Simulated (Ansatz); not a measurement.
# C2H6FNSi: the cost of one run

Program: Ansatz 0.2.0. Level of theory: RKS B3LYP/6-31G*. These are calculated values, not measurements.

## (1) The system as given

Bond lengths: C1–C2 1.320 Å, C2–F3 1.333 Å, C2–Si4 1.763 Å, Si4–N5 1.730 Å, C1–H6 1.159 Å, C1–H7 1.075 Å, Si4–H8 1.478 Å, Si4–H9 1.545 Å, N5–H10 0.999 Å, N5–H11 1.002 Å. Angles (14 of 15 angles, heavy atoms first): C1–C2–F3 115.5°, C1–C2–Si4 129.0°, F3–C2–Si4 115.5°, C2–Si4–N5 112.2°, C2–C1–H6 119.9°, C2–C1–H7 124.9°, C2–Si4–H8 113.0°, C2–Si4–H9 111.6°, N5–Si4–H8 105.7°, N5–Si4–H9 105.9°, Si4–N5–H10 104.8°, Si4–N5–H11 105.7°, H6–C1–H7 115.0°, H8–Si4–H9 107.9°.

Coordinates:

```xyz
11

C     1.2187    1.2063    0.9010
C     0.8069    0.0325    0.4581
F     1.7707   -0.8467    0.1830
Si   -0.8386   -0.5266    0.1636
N    -1.1525   -0.7766   -1.5192
H     0.4483    2.0448    1.1174
H     2.2481    1.4906    1.0258
H    -1.1373   -1.8154    0.8223
H    -1.8844    0.5048    0.6411
H    -0.4837   -1.4620   -1.8040
H    -0.9307    0.0912   -1.9685
```

## (2) Relaxing end A

Input file input.yaml:

```yaml
crystal:
  periodic: [false, false, false]
  atoms:
    - { symbol: C, position_ang: [1.2187, 1.2063, 0.901] }
    - { symbol: C, position_ang: [0.8069, 0.0325, 0.4581] }
    - { symbol: F, position_ang: [1.7707, -0.8467, 0.183] }
    - { symbol: Si, position_ang: [-0.8386, -0.5266, 0.1636] }
    - { symbol: "N", position_ang: [-1.1525, -0.7766, -1.5192] }
    - { symbol: H, position_ang: [0.4483, 2.0448, 1.1174] }
    - { symbol: H, position_ang: [2.2481, 1.4906, 1.0258] }
    - { symbol: H, position_ang: [-1.1373, -1.8154, 0.8223] }
    - { symbol: H, position_ang: [-1.8844, 0.5048, 0.6411] }
    - { symbol: H, position_ang: [-0.4837, -1.462, -1.804] }
    - { symbol: H, position_ang: [-0.9307, 0.0912, -1.9685] }
basis:
  gaussian: { orbitals: "6-31G*" }
hamiltonian:
  xc: b3lyp
relax:
  f_tol: 0.015
  max_steps: 40
```

Launch:

```
> ansatz run input.yaml --threads 1 --pin off --max-ram 2048MiB --backend cpu --events-out ev --progress --plain --runs-dir out
```

**Question.** How long does this run take on 1 thread of Intel Xeon Platinum 8488C (Sapphire Rapids), shared host, and how much memory does it need?

About 38 s, with a peak of 0.22 GiB.
